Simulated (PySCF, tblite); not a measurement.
# C₅H₁₂NP: geometry, infrared bands and NMR shifts

Wanted: the infrared bands and NMR shifts of C₅H₁₂NP (`CNP(C)C1CC1`), by calculation.

The runs use tblite 0.8.0 and PySCF 2.14.0, with density-fitted response routines of our own; the level of theory stands in each step. All values are computed, except where a source is named. Atoms count from 0, in the outputs and in this text.

## Step 1: The starting structure

19 atoms, charge 0, multiplicity 1; geometry from: force field or distance geometry start.

Bonds of the start (Å): C0–N1 1.45, N1–P2 1.81, P2–C3 1.83, P2–C4 1.86, C4–C5 1.51, C5–C6 1.53, C6–C4 1.49, C0–H7 1.12, C0–H8 1.11, C0–H9 1.09, N1–H10 1.03, C3–H11 1.11, C3–H12 1.10, C3–H13 1.13, C4–H14 1.13, C5–H15 1.10, C5–H16 1.11, C6–H17 1.12, C6–H18 1.11.

## Step 2: Optimising the geometry with GFN2-xTB

Job settings and geometry (Å):

```
{"job": {"kind": "relax", "xc": "GFN2-xTB", "basis": "xTB"}, "charge": 0, "multiplicity": 1}
C      2.327100     1.690000    -0.188000
N      1.612900     0.662900    -0.914700
P      0.521400    -0.127000     0.295700
C      0.695400    -1.940700     0.106300
C     -1.183700     0.495600    -0.108000
C     -2.259000    -0.547600    -0.253100
C     -2.272000     0.438400     0.913200
H      2.382800     1.349600     0.879400
H      1.683600     2.589600    -0.180800
H      3.334500     1.870700    -0.549800
H      2.222400    -0.025000    -1.386100
H     -0.254900    -2.489400    -0.056600
H      1.410200    -2.217700    -0.685500
H      1.122800    -2.373400     1.058200
H     -1.237100     1.409600    -0.770600
H     -2.965800    -0.374700    -1.078800
H     -2.071800    -1.580500     0.104700
H     -1.971700     0.012400     1.908300
H     -3.107100     1.166600     0.898800
```

Run with:

```bash
> OMP_NUM_THREADS=1 python probes_run.py task.json out
```

One launch serves the whole session: the jobs run in the order shown.

**Question.** This job is followed by: GFN2-xTB harmonic vibrations, gas phase; GIAO PBE0/pcSseg-1 NMR shielding, non-relativistic, gas phase. What will the session give for the following? strongest single infrared mode (GFN2-xTB); zero-point energy (GFN2-xTB); 13C shifts against TMS (PBE0/pcSseg-1, means over atoms taken as alike); 1H shifts against TMS (PBE0/pcSseg-1, means over atoms taken as alike); 15N shifts against NH3 (PBE0/pcSseg-1); 31P shifts against H3PO4 (PBE0/pcSseg-1).

**Answer**, as computed:

| quantity | value |
| --- | --- |
| strongest single infrared mode (GFN2-xTB) | 3091 cm⁻¹, 69 km/mol |
| zero-point energy (GFN2-xTB) | 101.3 kcal/mol |
| 13C shifts against TMS (PBE0/pcSseg-1, means over atoms taken as alike) | 34.3, 21.0, 18.6, 3.5 ppm |
| 1H shifts against TMS (PBE0/pcSseg-1, means over atoms taken as alike) | 2.78, 1.30, 0.68, 0.52, 0.28, -0.44 ppm |
| 15N shifts against NH3 (PBE0/pcSseg-1) | 46.6 ppm |
| 31P shifts against H3PO4 (PBE0/pcSseg-1) | 56.6 ppm |

In words: Over 153 steps the energy fell by 1.374 eV; of the close pairs, N1–P2 changed most, 1.811 to 1.733 Å. All 51 modes are real, so the xTB geometry is a minimum. The strongest single mode, at 3091 cm⁻¹, is spread over several atoms, H15, H18, H17, H16 among them. GFN2-xTB is a fitted tight-binding method: band positions and strengths are rough. Its intensities can rank the bands wrongly. C0 (methyl carbon bonded to N) lies farthest downfield among carbon, at 34.3 ppm; deshielded by the electronegative neighbour. H7, H8, H9 (mean) (hydrogen on a methyl carbon bonded to N) lies farthest downfield among hydrogen, at 2.78 ppm; its carbon carries N, hence the downfield position. At PBE0/pcSseg-1: The widest tensor belongs to P2: span 190 ppm, with a paramagnetic part of -705 ppm.
